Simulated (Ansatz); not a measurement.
**C3H7AlSi: a spread of methods, bases and states**

The runs use Ansatz 0.2.0, Gaussian basis; the settings change from run to run.

## Step 1: The relaxed structure

The geometry comes from an earlier relaxation with PBE0-D4/def2-TZVP; it is a stationary point, not always the lowest conformer.

SMILES `CC1=C[SiH]1[AlH2]`, 12 atoms, charge 0, spin multiplicity 1.

Atoms are counted from 1 here; the program's logs count them from 0.

Bond lengths: C1–C2 1.477 Å, C1–H6 1.093 Å, C1–H7 1.093 Å, C1–H8 1.093 Å, C2–C3 1.316 Å, C2–Si4 1.851 Å, C3–Si4 1.838 Å, C3–H9 1.083 Å, Si4–Al5 2.428 Å, Si4–H10 1.495 Å, Al5–H11 1.590 Å, Al5–H12 1.591 Å. Angles: C2–C1–H6 111.8°, C2–C1–H7 110.3°, C2–C1–H8 110.4°, H6–C1–H7 108.7°, H6–C1–H8 108.8°, H7–C1–H8 106.7°, C1–C2–C3 140.5°, C1–C2–Si4 150.9°, C3–C2–Si4 68.6°, C2–C3–Si4 69.6°, C2–C3–H9 138.0°, Si4–C3–H9 152.4°, C2–Si4–C3 41.8°, C2–Si4–Al5 119.1°, C2–Si4–H10 116.6°, C3–Si4–Al5 119.2°, C3–Si4–H10 116.8°, Al5–Si4–H10 119.8° and more.

## Step 2: RPA/x2c-TZVPPall

This run has high accuracy.

Contents of in.yaml:

```yaml
crystal:
  periodic: [false, false, false]
  atoms:
    - {symbol: C, position_ang: [-1.543044, 0.884980, 1.199743]}
    - {symbol: C, position_ang: [-0.201283, 0.521300, 0.702098]}
    - {symbol: C, position_ang: [0.971066, 0.119899, 1.143705]}
    - {symbol: Si, position_ang: [1.008846, 0.317086, -0.683118]}
    - {symbol: Al, position_ang: [0.868674, -1.654961, -2.092032]}
    - {symbol: H, position_ang: [-1.614732, 0.783415, 2.286108]}
    - {symbol: H, position_ang: [-1.782230, 1.916329, 0.927132]}
    - {symbol: H, position_ang: [-2.305492, 0.253029, 0.736175]}
    - {symbol: H, position_ang: [1.435967, -0.113671, 2.093809]}
    - {symbol: H, position_ang: [1.637551, 1.565289, -1.213107]}
    - {symbol: H, position_ang: [0.185361, -2.954248, -1.481635]}
    - {symbol: H, position_ang: [1.416313, -1.693649, -3.584978]}
basis:
  gaussian: {orbitals: x2c-TZVPPall}
hamiltonian: {xc: {name: HF}}
correlation: {method: rpa}
accuracy: high
```

On the command line:

```sh
ansatz run in.yaml --threads 4 --pin off --events-out ev --progress --plain --max-ram 10444MiB
```

What time and memory should one allow on 4 threads of Intel Xeon 6975P-C, shared host?

About 19 s, with a peak of 2.5 GiB.
